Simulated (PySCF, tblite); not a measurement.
**C₅H₆ClN: geometry, infrared bands and NMR shifts**

What infrared bands and NMR shifts should C₅H₆ClN (`N#CC/C=C/CCl`) show?

The runs use tblite 0.8.0 and PySCF 2.14.0, with density-fitted response routines of our own; the level of theory stands in each step. All values are computed, except where a source is named. Atoms count from 0, in the outputs and in this text.

## 1. The starting structure

13 atoms, charge 0, multiplicity 1; geometry from: force field or distance geometry start.

Bonds of the start (Å): N0–C1 1.18, C1–C2 1.45, C2–C3 1.51, C3–C4 1.35, C4–C5 1.50, C5–Cl6 1.77, C2–H7 1.10, C2–H8 1.09, C3–H9 1.08, C4–H10 1.08, C5–H11 1.10, C5–H12 1.08.

## 2. Relaxing the molecule with GFN2-xTB

Job settings and geometry (Å):

```
{"job": {"kind": "relax", "xc": "GFN2-xTB", "basis": "xTB"}, "charge": 0, "multiplicity": 1}
N      3.635300    -0.636700     0.065200
C      2.674700     0.042200     0.043200
C      1.493400     0.890900     0.034600
C      0.271000     0.112000    -0.392200
C     -0.829200    -0.050700     0.381600
C     -2.042400    -0.829600    -0.042200
Cl    -3.436200     0.262800    -0.128900
H      1.635600     1.719300    -0.676700
H      1.343300     1.345600     1.019000
H      0.304900    -0.348800    -1.370100
H     -0.876200     0.402300     1.361400
H     -2.258700    -1.612000     0.697400
H     -1.919900    -1.296900    -1.010000
```

Run with:

```bash
$ OMP_NUM_THREADS=1 python probes_run.py task.json out
```

The driver reads the jobs from task.json and runs them one after another.

**Question.** This job is followed by: GFN2-xTB harmonic vibrations, gas phase; GIAO PBE0/pcSseg-1 NMR shielding, non-relativistic, gas phase. What will the session give for the following? strongest single infrared mode (GFN2-xTB); zero-point energy (GFN2-xTB); 13C shifts against TMS (PBE0/pcSseg-1); 1H shifts against TMS (PBE0/pcSseg-1, means over atoms taken as alike); 15N shifts against NH3 (PBE0/pcSseg-1); 35Cl shifts against HCl (PBE0/pcSseg-1).

The runs gave:

| quantity | value |
| --- | --- |
| strongest single infrared mode (GFN2-xTB) | 2415 cm⁻¹, 235 km/mol |
| zero-point energy (GFN2-xTB) | 60.2 kcal/mol |
| 13C shifts against TMS (PBE0/pcSseg-1) | 141.2, 133.4, 120.7, 51.4, 22.8 ppm |
| 1H shifts against TMS (PBE0/pcSseg-1, means over atoms taken as alike) | 6.05, 5.90, 4.15, 2.99 ppm |
| 15N shifts against NH3 (PBE0/pcSseg-1) | 302.0 ppm |
| 35Cl shifts against HCl (PBE0/pcSseg-1) | 135 ppm |

In words: Relaxing lowered the energy by 0.138 eV in 44 steps; the close pair that moved most is N0–C1, from 1.176 to 1.142 Å. All 33 modes are real, so the xTB geometry is a minimum. The strongest single mode, at 2415 cm⁻¹, moves mainly C1 and N0. GFN2-xTB is a fitted tight-binding method: band positions and strengths are rough. Its intensities can rank the bands wrongly. At PBE0/pcSseg-1: Shielding is most anisotropic at N0 (span 501 ppm, paramagnetic term -373 ppm).
